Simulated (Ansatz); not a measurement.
# CuTe: the cost of one run

Program: Ansatz 0.2.0. Level of theory: DFT LDA+U (U_eff = 8 eV on Cu d), plane waves, PAW. These are calculated values, not measurements.

**1. Starting point**

The structure is tetragonal, space group P4_2/mmc (No. 131). Conventional cell: a = 4.659 Å, b = 4.659 Å, c = 5.801 Å, α = 90.00°, β = 90.00°, γ = 90.00°. Cu (site symmetry mmm) is surrounded by 4 Te at 2.74 Å. Te (site symmetry -4m2) is surrounded by 4 Cu at 2.74 Å and 2 Te at 2.90 Å.

Coordinates:

```cif
data_structure
_symmetry_space_group_name_H-M 'P 1'
_symmetry_Int_Tables_number 1
_cell_length_a 4.6591
_cell_length_b 4.6591
_cell_length_c 5.8006
_cell_angle_alpha 90.000
_cell_angle_beta 90.000
_cell_angle_gamma 90.000
_cell_volume 125.92
loop_
_atom_site_label
_atom_site_type_symbol
_atom_site_fract_x
_atom_site_fract_y
_atom_site_fract_z
_atom_site_occupancy
Cu1 Cu 0.00000 0.50000 0.00000 1
Cu2 Cu 0.50000 0.00000 0.50000 1
Te1 Te 0.00000 0.00000 0.25000 1
Te2 Te 0.00000 0.00000 0.75000 1
```

An earlier series on this cell reached its lowest free state from «total moment held at first, then free, 1.00 μB per cell», perhaps among other starts (it ended with site moments under 0.05 μB).

**2. Antiferromagnetic directions held**

input.yaml reads:

```yaml
crystal:
  lattice:
    - [4.65913043, 0.0, 0.0]
    - [0.0, 4.65913043, 0.0]
    - [0.0, 0.0, 5.80062831]
  atoms:
    - { symbol: Cu, position: [0.0, 0.5, 0.0], spin: 1.0 }
    - { symbol: Cu, position: [0.5, 0.0, 0.5], spin: -1.0 }
    - { symbol: Te, position: [0.0, 0.0, 0.25] }
    - { symbol: Te, position: [0.0, 0.0, 0.75] }
basis:
  ecutwfc: 420
  ecutrho_ratio: 4
kpoints:
  mp_grid: { grid: [4, 4, 4] }
hamiltonian:
  xc: lda
  hubbard:
    sites:
      - { site: 0, l: d, u_eff: 8.0, starting_ns: [{ spin: up, occupation_matrix: s0up }, { spin: down, occupation_matrix: s0down }] }
      - { site: 1, l: d, u_eff: 8.0, starting_ns: [{ spin: up, occupation_matrix: s1up }, { spin: down, occupation_matrix: s1down }] }
    occupation_matrices:
      s0up:
        matrix:
          - [0.97, 0.0, 0.0, 0.0, 0.0]
          - [0.0, 0.97, 0.0, 0.0, 0.0]
          - [0.0, 0.0, 0.97, 0.0, 0.0]
          - [0.0, 0.0, 0.0, 0.97, 0.0]
          - [0.0, 0.0, 0.0, 0.0, 0.97]
      s0down:
        matrix:
          - [0.97, 0.0, 0.0, 0.0, 0.0]
          - [0.0, 0.97, 0.0, 0.0, 0.0]
          - [0.0, 0.0, 0.02, 0.0, 0.0]
          - [0.0, 0.0, 0.0, 0.97, 0.0]
          - [0.0, 0.0, 0.0, 0.0, 0.97]
      s1up:
        matrix:
          - [0.97, 0.0, 0.0, 0.0, 0.0]
          - [0.0, 0.02, 0.0, 0.0, 0.0]
          - [0.0, 0.0, 0.97, 0.0, 0.0]
          - [0.0, 0.0, 0.0, 0.97, 0.0]
          - [0.0, 0.0, 0.0, 0.0, 0.97]
      s1down:
        matrix:
          - [0.97, 0.0, 0.0, 0.0, 0.0]
          - [0.0, 0.97, 0.0, 0.0, 0.0]
          - [0.0, 0.0, 0.97, 0.0, 0.0]
          - [0.0, 0.0, 0.0, 0.97, 0.0]
          - [0.0, 0.0, 0.0, 0.0, 0.97]
    ns_hold: { iters: 8 }
scf:
  occupations: { method: gaussian, width: 0.05 }
  lower_state_search: "off"
  max_iter: 150
output:
  forces: true
  stress: true
  eigenvalues: true
  populations: true
  hubbard: { sites: [{ site: 0, l: d }, { site: 1, l: d }] }
magnetization:
  spin_polarized: true
  spin_locking: { lock_directions: true }
```

The typed matrices put 0.97 on the chosen orbitals and 0.02 on the others, and are held for 8 cycles. The lock stays on to the end, so the result is a constrained state unless its moments die out.

Launch:

```sh
$ ansatz run input.yaml --threads 2 --pin off --max-ram 3072MiB --backend cpu --events-out ev --progress --plain --runs-dir out
```

What time and memory should one allow on 2 threads of Arm Neoverse N1, shared host?

About 64 s, with a peak of 0.63 GiB.
